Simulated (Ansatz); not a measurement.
**BAsH₄: one structure at several levels**

Aim: energy, forces and dipole at a structure displaced at random from a GFN2-xTB minimum, from CCSD(T) and from density functionals.

Computed with Ansatz 0.2.0, Gaussian basis. Level: single points in def2-TZVPP.

Correlated methods freeze the cores. Filled d shells of the heavier atoms are correlated. B3LYP uses VWN-RPA correlation.

### Step 1. Starting geometry

SMILES `B[AsH2]`, 6 atoms, charge 0, spin multiplicity 1.

Atoms are counted from 1 here; the program's logs count them from 0.

Bond lengths: B1–As2 1.985 Å, B1–H3 1.194 Å, B1–H4 1.146 Å, As2–H5 1.484 Å, As2–H6 1.455 Å. Angles: As2–B1–H3 115.6°, As2–B1–H4 124.7°, H3–B1–H4 119.3°, B1–As2–H5 94.5°, B1–As2–H6 96.7°, H5–As2–H6 92.0°.

Coordinates:

```xyz
6
AsBH4
B     0.0030   -0.8979    0.1031
As    0.4466    1.0176    0.3772
H    -0.9166   -1.3114    0.7421
H     0.6302   -1.6305   -0.5168
H     0.7683    1.2668   -1.0495
H    -0.9047    1.5307    0.2136
```

### Step 2. CCSD(T)/def2-TZVPP

run/in.yaml

```yaml
crystal:
  periodic: [false, false, false]
  atoms:
    - {symbol: B, position_ang: [0.003000, -0.897900, 0.103100]}
    - {symbol: As, position_ang: [0.446600, 1.017600, 0.377200]}
    - {symbol: H, position_ang: [-0.916600, -1.311400, 0.742100]}
    - {symbol: H, position_ang: [0.630200, -1.630500, -0.516800]}
    - {symbol: H, position_ang: [0.768300, 1.266800, -1.049500]}
    - {symbol: H, position_ang: [-0.904700, 1.530700, 0.213600]}
basis:
  gaussian: {orbitals: def2-TZVPP}
correlation: {method: ccsd_t}
output: {forces: true}
```

No record of the launch command was kept for these runs.

### Step 3. PBE0-D4/def2-TZVPP

run/in.yaml: that of step 2 with these lines changed.

```diff
@@ -11,3 +11,3 @@
   gaussian: {orbitals: def2-TZVPP}
-correlation: {method: ccsd_t}
-output: {forces: true}
+hamiltonian: {xc: pbe0, dispersion: d4}
+output: {forces: true, orbitals: {seedname: orbitals}}
```

### Step 4. wB97M-V/def2-TZVPP

run/in.yaml: that of step 3 with these lines changed.

```diff
@@ -11,3 +11,3 @@
   gaussian: {orbitals: def2-TZVPP}
-hamiltonian: {xc: pbe0, dispersion: d4}
-output: {forces: true, orbitals: {seedname: orbitals}}
+hamiltonian: {xc: {name: wB97M-V}}
+output: {forces: true}
```

### Step 5. r2SCAN-D4/def2-TZVPP

run/in.yaml: that of step 4 with these lines changed.

```diff
@@ -11,3 +11,3 @@
   gaussian: {orbitals: def2-TZVPP}
-hamiltonian: {xc: {name: wB97M-V}}
+hamiltonian: {xc: r2scan, dispersion: d4}
 output: {forces: true}
```

### Step 6. PBE-D4/def2-TZVPP

run/in.yaml: that of step 5 with these lines changed.

```diff
@@ -11,3 +11,3 @@
   gaussian: {orbitals: def2-TZVPP}
-hamiltonian: {xc: r2scan, dispersion: d4}
+hamiltonian: {xc: pbe, dispersion: d4}
 output: {forces: true}
```

### Step 7. B3LYP-D4/def2-TZVPP

run/in.yaml: that of step 6 with these lines changed.

```diff
@@ -11,3 +11,3 @@
   gaussian: {orbitals: def2-TZVPP}
-hamiltonian: {xc: pbe, dispersion: d4}
+hamiltonian: {xc: {name: B3LYP}, dispersion: d4}
 output: {forces: true}
```

### Step 8. revPBE-D4/def2-TZVPP

run/in.yaml: that of step 7 with these lines changed.

```diff
@@ -11,3 +11,3 @@
   gaussian: {orbitals: def2-TZVPP}
-hamiltonian: {xc: {name: B3LYP}, dispersion: d4}
+hamiltonian: {xc: {name: revPBE}, dispersion: d4}
 output: {forces: true}
```

(Steps that only read results are left out.)

Q: Predict the outcome of this session. Wanted: energy less free atoms, CCSD(T)/def2-TZVPP; RMS force component; RMS force error; HOMO and LUMO, PBE0-D4; T1 diagnostic.

As calculated:

| quantity | value |
| --- | --- |
| energy less free atoms, CCSD(T)/def2-TZVPP | -1605.6 kJ/mol |
| RMS force component | 0.582 to 0.712 eV/Å over the methods |
| RMS force error | PBE0-D4 0.077, wB97M-V 0.052, r2SCAN-D4 0.061, PBE-D4 0.168, B3LYP-D4 0.077, revPBE-D4 0.181 eV/Å |
| HOMO and LUMO, PBE0-D4 | -7.58 and -1.91 eV |
| T1 diagnostic | 0.013 |

In words: Against CCSD(T) the functionals' energies less atoms differ by -62.2 to -15.4 kJ/mol, PBE-D4 by -46.9 kJ/mol. The reference is not at the basis limit: in triple zeta CCSD(T) underbinds, which counts against methods that bind more; the gaps are no ranking. For forces wB97M-V does best and revPBE-D4 worst. Frozen-core CCSD(T) forces in triple zeta carry basis errors of their own, and this is one geometry, so small gaps rank nothing.
